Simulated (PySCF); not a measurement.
# C3H7AlSi: the cost of one run

Computed with PySCF 2.14.0, with density-fitted response routines of our own, on a single molecule in the gas phase. Atoms count from 0, in the outputs and in this text.

## (1) Starting geometry

12 atoms, charge 0, multiplicity 1; geometry from: PBE0-D3(BJ)/def2-SVP.

Bonds of the start (Å): C0–C1 1.22, C1–Al2 1.92, Al2–C3 1.95, C3–Si4 1.88, C0–H5 1.08, Al2–H6 1.58, C3–H7 1.10, C3–H8 1.10, Si4–H9 1.50, Si4–H10 1.50, Si4–H11 1.50.

## (2) NMR shieldings: PBE0/pcSseg-2

Job settings and geometry (Å):

```
{"job": {"kind": "nmr", "xc": "PBE0", "basis": "pcSseg-2", "pop": false}, "charge": 0, "multiplicity": 1}
C      1.984823    -2.206848    -1.668552
C      1.552536    -1.610623    -0.693238
Al     0.869840    -0.670627     0.829521
C     -0.952115     0.013783     0.774164
Si    -1.134367     1.699470    -0.032383
H      2.363918    -2.732893    -2.527739
H      1.808388    -0.463638     2.088949
H     -1.349944     0.084664     1.801948
H     -1.587786    -0.692013     0.210136
H     -0.652378     1.655104    -1.448704
H     -0.310495     2.717702     0.695095
H     -2.552686     2.177681    -0.038272
```

Method: GIAO PBE0/pcSseg-2 NMR shielding, non-relativistic, gas phase.

Command:

```
OMP_NUM_THREADS=1 python probes_run.py task.json out
```

The driver reads the jobs from task.json and runs them one after another.

**Question.** How long does this first job take on 1 thread of Arm Neoverse V1, shared host, and how much memory does it need?

About 40 s, with a peak of 1.1 GiB.
